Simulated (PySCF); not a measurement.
# The bond of NaCa, level by level

One job finds the state of NaCa, follows it along the bond with each method and fits the curves.

Computed with PySCF 2.14.0. Level: Na x2c-SVPall, Ca x2c-SVPall, spin-free X2C with a Gaussian nucleus.

## (1) Input

A driver script around PySCF takes these settings:

```yaml
atoms: Na, Ca
charge: 0
basis: Na x2c-SVPall, Ca x2c-SVPall
Hamiltonian: spin-free X2C with a Gaussian nucleus
basis_functions: 39
electrons_treated: 31
masses_in_u: 22.9898, 39.9626
levels: PBE0, PBE, r²SCAN, B3LYP, PBEsol, B97-3, HF, MP2, SCS-MP2, CCSD, CCSD(T)
grid: 80 radial by 434 angular points
occupations: held fixed by the projection of orbital angular momentum
dissociation_limit: Na + Ca, each in its ground configuration
starting_distance_in_angstrom: 3.165
values_of_2S_to_try: 1, 3
```

Run with:

```sh
> OMP_NUM_THREADS=1 python dia.py task.json out
```

Further steps of the session: First curve: PBE0; Excited determinants; PBE; r²SCAN (meta-GGA); B3LYP; PBEsol (GGA); B97-3 (global hybrid GGA); ROHF; Correlated methods on the Hartree–Fock reference.

**Question.** What will these runs give? Wanted: for each run, Re; ωe; De; μ.

The runs gave:

Lowest PBE0 solution found, without spin–orbit coupling: ²Σ⁺ (doublet), unpaired electrons σ ↑. State 3 has its PBE0 minimum 1.82 eV higher. The other levels ran on the lowest alone.

| level | Re (Å) | ωe (cm⁻¹) | De (eV) | μ (D) |
| --- | --- | --- | --- | --- |
| ROHF-MP2 | 4.019 | 69.2 | 0.107 | n/a |
| ROHF-SCS-MP2 | 4.031 | 67.0 | 0.095 | n/a |
| ROHF-CCSD | 3.867 | 88.2 | 0.161 | n/a |
| ROHF-CCSD(T) | 3.842 | 92.2 | 0.180 | n/a |
| PBE | 3.671 | 112.4 | 0.337 | -0.51 |
| PBEsol | 3.652 | 114.2 | 0.367 | -0.53 |
| r²SCAN | 3.715 | 112.9 | 0.371 | -0.86 |
| B3LYP | 3.721 | 100.7 | 0.200 | -0.38 |
| PBE0 | 3.704 | 109.6 | 0.295 | -0.72 |
| B97-3 | 3.668 | 116.7 | 0.300 | -0.34 |

De is counted to Na + Ca in their ground configurations. A positive dipole means Na(−)Ca(+). No constants: ROHF (no minimum is bracketed among the points kept).

**Reading.** Bond lengths run from 3.652 Å (PBEsol) to 4.031 Å (ROHF-SCS-MP2). CCSD(T) can't serve as the judge here: for a weak bond in this basis it is far from its limit. Of the levels with a De here, ROHF-SCS-MP2 gives the least (0.095 eV) and r²SCAN the most (0.371 eV).

Correlated steps freeze 6 core orbitals. The bond is weak, and basis-set superposition, which was not computed, may be a sizeable part of it.
